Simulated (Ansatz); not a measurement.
# BCl₃H₂O: basis-set convergence

One table from this session's results is given with a row withheld; the runs are named, their logs left out.

Program: Ansatz 0.2.0, Gaussian basis. Level of theory: one geometry, several basis sets. These are calculated values, not measurements.

Plan: PBE0-D4/def2-SVP; ωB97M-V/def2-SVP; PBE0-D4/def2-QZVPP; ωB97M-V/def2-QZVPP; CCSD(T)/cc-pV(D+d)Z; CCSD(T)/cc-pV(T+d)Z; CCSD(T)/cc-pV(Q+d)Z; the functionals' def2-TZVPP values are taken from earlier runs.

### The geometry

All runs share one geometry, relaxed beforehand with PBE0-D4 in a triple-zeta def2 set.

7 atoms, charge 0, spin multiplicity 1.

Atoms are counted from 1 here; the program's logs count them from 0.

Bond lengths: O1–B2 1.656 Å, O1–H6 0.970 Å, O1–H7 0.970 Å, B2–Cl3 1.820 Å, B2–Cl4 1.789 Å, B2–Cl5 1.820 Å. Angles: B2–O1–H6 106.9°, B2–O1–H7 107.0°, H6–O1–H7 108.9°, O1–B2–Cl3 102.2°, O1–B2–Cl4 106.0°, O1–B2–Cl5 102.3°, Cl3–B2–Cl4 114.9°, Cl3–B2–Cl5 114.3°, Cl4–B2–Cl5 114.9°.

Set-up of the first run:

File in.yaml:

```yaml
crystal:
  periodic: [false, false, false]
  atoms:
    - {symbol: O, position_ang: [-0.178450, 0.458837, 0.922983]}
    - {symbol: B, position_ang: [-0.112412, -0.352861, -0.519350]}
    - {symbol: Cl, position_ang: [1.228175, -1.549360, -0.228094]}
    - {symbol: Cl, position_ang: [-1.732217, -1.076764, -0.750851]}
    - {symbol: Cl, position_ang: [0.308435, 0.974362, -1.692198]}
    - {symbol: H, position_ang: [0.519505, 0.090063, 1.486858]}
    - {symbol: H, position_ang: [0.028163, 1.387823, 0.734953]}
basis:
  gaussian: {orbitals: def2-SVP}
hamiltonian: {xc: pbe0, dispersion: d4}
output: {orbitals: {seedname: orbitals}}
```

The run is started by

```console
$ ansatz run in.yaml --threads 2 --pin off --events-out ev --progress --plain --max-ram 20480MiB --backend cpu
```

Steps of the session up to this table: PBE0-D4 in def2-SVP; ωB97M-V in def2-SVP; PBE0-D4 in def2-QZVPP; ωB97M-V in def2-QZVPP.

One of the session's tables, all rows but one given; the rest of the session is left out.

```
functional       basis  HOMO (eV)
   PBE0-D4    def2-SVP      -8.06
   PBE0-D4  def2-TZVPP      -8.32
   PBE0-D4  def2-QZVPP      -8.37
   ωB97M-V    def2-SVP     -10.26
   ωB97M-V  def2-TZVPP     -10.57
   ωB97M-V  def2-QZVPP          ?
```

Q: Estimate the row for ωB97M-V, def2-QZVPP from the others.

**Answer.** HOMO (eV): -10.63. In the column «HOMO (eV)» it is the lowest.
